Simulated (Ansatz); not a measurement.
# CH4BFOSi: the cost of one run

Method: the settings change from run to run; program: Ansatz 0.2.0, Gaussian basis.

**1. The relaxed structure**

The geometry comes from an earlier relaxation with PBE0-D4 in a triple-zeta def2 set; it is a stationary point, not always the lowest conformer.

SMILES `FC1([SiH3])BO1`, 9 atoms, charge 0, spin multiplicity 1.

Atoms are counted from 1 here; the program's logs count them from 0.

Bond lengths: F1–C2 1.371 Å, C2–Si3 1.886 Å, C2–B4 1.517 Å, C2–O5 1.475 Å, Si3–H6 1.484 Å, Si3–H7 1.484 Å, Si3–H8 1.483 Å, B4–O5 1.333 Å, B4–H9 1.182 Å. Angles: F1–C2–Si3 112.6°, F1–C2–B4 116.5°, F1–C2–O5 110.6°, Si3–C2–B4 130.1°, Si3–C2–O5 115.5°, B4–C2–O5 52.9°, C2–Si3–H6 107.2°, C2–Si3–H7 110.2°, C2–Si3–H8 108.4°, H6–Si3–H7 110.5°, H6–Si3–H8 110.3°, H7–Si3–H8 110.3°, C2–B4–O5 62.0°, C2–B4–H9 160.2°, O5–B4–H9 137.7°, C2–O5–B4 65.2°.

**2. B2GP-PLYP/ANO-RCC-VTZP**

This run has atoms shaken by 0.15 Å, density fitting with cc-pVTZ-jkfit.

in.yaml

```yaml
crystal:
  periodic: [false, false, false]
  atoms:
    - {symbol: F, position_ang: [-1.063958, -0.702550, -1.236620]}
    - {symbol: C, position_ang: [-0.501059, -0.060619, -0.313590]}
    - {symbol: Si, position_ang: [0.860534, -0.584397, 0.289404]}
    - {symbol: B, position_ang: [-1.458087, 1.062475, 0.165642]}
    - {symbol: O, position_ang: [-0.383273, 1.647479, -0.955573]}
    - {symbol: H, position_ang: [1.575003, 0.186770, 1.200173]}
    - {symbol: H, position_ang: [2.071856, -0.209712, -1.101194]}
    - {symbol: H, position_ang: [0.786322, -2.081569, 0.374522]}
    - {symbol: H, position_ang: [-2.173916, 1.430379, 0.829291]}
basis:
  gaussian: {orbitals: ANO-RCC-VTZP, fitting: {mean_field: cc-pVTZ-jkfit}}
hamiltonian: {xc: {name: B2GP-PLYP}}
output: {forces: true}
```

The run is started by

```console
$ ansatz run in.yaml --threads 2 --pin off --events-out ev --progress --plain --max-ram 4352MiB
```

What time and memory should one allow on 2 threads of Arm Neoverse V2, shared host?

About 23 s, with a peak of 0.64 GiB.
